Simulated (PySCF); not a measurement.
# C3H6BF3: the cost of one run

Computed with PySCF 2.14.0, with density-fitted response routines of our own, on a single molecule in the gas phase. Atoms are numbered from 0 throughout.

**1. Starting geometry**

13 atoms, charge 0, multiplicity 1; geometry from: GFN2-xTB. The atoms were then displaced at random by about 0.01 Å, so the start is not that level's minimum.

Bonds of the start (Å): C0–B1 1.59, B1–C2 1.60, C2–C3 1.45, C3–F4 1.36, C3–F5 1.36, C3–F6 1.35, C0–H7 1.11, C0–H8 1.08, C0–H9 1.06, B1–H10 1.17, C2–H11 1.11, C2–H12 1.10.

**2. Geometry optimisation at PBE0-D3(BJ)/def2-SVP**

Job settings and geometry (Å):

```
{"job": {"xc": "PBE0", "basis": "def2-SVP", "d3": "d3bj", "grid": 1, "shake": 0.01, "kind": "geom"}, "charge": 0, "multiplicity": 1}
C      2.059550    -0.523430     0.247490
B      0.499770    -0.658270    -0.014740
C     -0.440420     0.631520    -0.000310
C     -1.850890     0.368930    -0.239070
F     -2.629350     1.486260    -0.218570
F     -2.428340    -0.446490     0.680650
F     -2.109640    -0.200030    -1.431280
H      2.394060     0.527850     0.394910
H      2.332350    -1.079630     1.131880
H      2.605080    -0.921720    -0.574710
H      0.033430    -1.711290    -0.205960
H     -0.337250     1.147260     0.977290
H     -0.122540     1.362170    -0.757910
```

On the command line:

```
OMP_NUM_THREADS=1 python probes_run.py task.json out
```

One launch serves the whole session: the jobs run in the order shown.

**Question.** How long does this first job take on 1 thread of Arm Neoverse V2, shared host, and how much memory does it need?

About 1.8 min, with a peak of 0.49 GiB.
